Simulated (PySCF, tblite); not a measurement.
**C7H11O radical: geometry, infrared bands and EPR parameters**

Wanted: the infrared bands and EPR parameters of C7H11O radical (`O[C@@H]1C[C@@H]2CC[CH][C@@H]21`), by calculation.

The runs use tblite 0.8.0 and PySCF 2.14.0, with density-fitted response routines of our own; the level of theory stands in each step. All values are computed, except where a source is named. Atoms are numbered from 0 throughout.

### Step 1. Starting geometry

19 atoms, charge 0, multiplicity 2; geometry from: force field or distance geometry start.

Bonds of the start (Å): O0–C1 1.44, C1–C2 1.56, C2–C3 1.56, C3–C4 1.52, C4–C5 1.52, C5–C6 1.49, C6–C7 1.48, C7–C1 1.54, C7–C3 1.54, O0–H8 0.97, C1–H9 1.09, C2–H10 1.08, C2–H11 1.09, C3–H12 1.08, C4–H13 1.10, C4–H14 1.11, C5–H15 1.09, C5–H16 1.10, C6–H17 1.08, C7–H18 1.10.

### Step 2. Relaxing the molecule with GFN2-xTB

Job settings and geometry (Å):

```
{"job": {"kind": "relax", "xc": "GFN2-xTB", "basis": "xTB"}, "charge": 0, "multiplicity": 2}
O     -1.797300    -0.409900     1.779900
C     -1.407600    -0.799900     0.446300
C     -0.034200    -1.532200     0.358700
C      0.297700    -0.650000    -0.885700
C      1.552600     0.209500    -0.821400
C      1.266400     1.329500     0.172700
C     -0.211500     1.486000     0.129800
C     -0.847700     0.302800    -0.479500
H     -2.523600     0.224300     1.640500
H     -2.213100    -1.379000    -0.015600
H      0.607300    -1.383900     1.220800
H     -0.115300    -2.604700     0.153400
H      0.146200    -1.180200    -1.818400
H      2.447600    -0.365700    -0.558400
H      1.731200     0.656100    -1.817300
H      1.786000     2.255100    -0.084800
H      1.582300     1.041600     1.187300
H     -0.753600     2.234200     0.684200
H     -1.523000     0.575900    -1.299800
```

Run with:

```sh
$ OMP_NUM_THREADS=1 python probes_run.py task.json out
```

The driver reads the jobs from task.json and runs them one after another.

**Question.** This job is followed by: GFN2-xTB harmonic vibrations, gas phase; UKS B3LYP, pcH-1 on C H O, non-relativistic, mean-field spin-orbit, GIAO. What will the session give for the following? strongest single infrared mode (GFN2-xTB); zero-point energy (GFN2-xTB); g(iso) (B3LYP); ⟨S²⟩; largest a(iso); potential on the surface of density 0.002 e/bohr³, 1st and 99th percentile.

As calculated:

| quantity | value |
| --- | --- |
| strongest single infrared mode (GFN2-xTB) | 269 cm⁻¹, 142 km/mol |
| zero-point energy (GFN2-xTB) | 101.6 kcal/mol |
| g(iso) (B3LYP) | 2.00268 |
| ⟨S²⟩ | 0.754 (exact 0.75) |
| largest a(iso) | 1H on H16, 144.3 MHz |
| potential on the surface of density 0.002 e/bohr³, 1st and 99th percentile | -1.59 V and 1.88 V |

What this shows: Over 71 steps the energy fell by 0.156 eV; of the close pairs, O0–C1 changed most, 1.443 to 1.396 Å. All 51 modes are real, so the xTB geometry is a minimum. The strongest single mode, at 269 cm⁻¹, moves mainly H8. GFN2-xTB is a fitted tight-binding method: band positions and strengths are rough. Its intensities can rank the bands wrongly. Most of the unpaired spin sits on C6 (1.00 e). The isotropic g lies 0.4 ppt above the free-electron value. The conformer search found further structures of the same energy, which may be mirror or relabelled copies of this one.
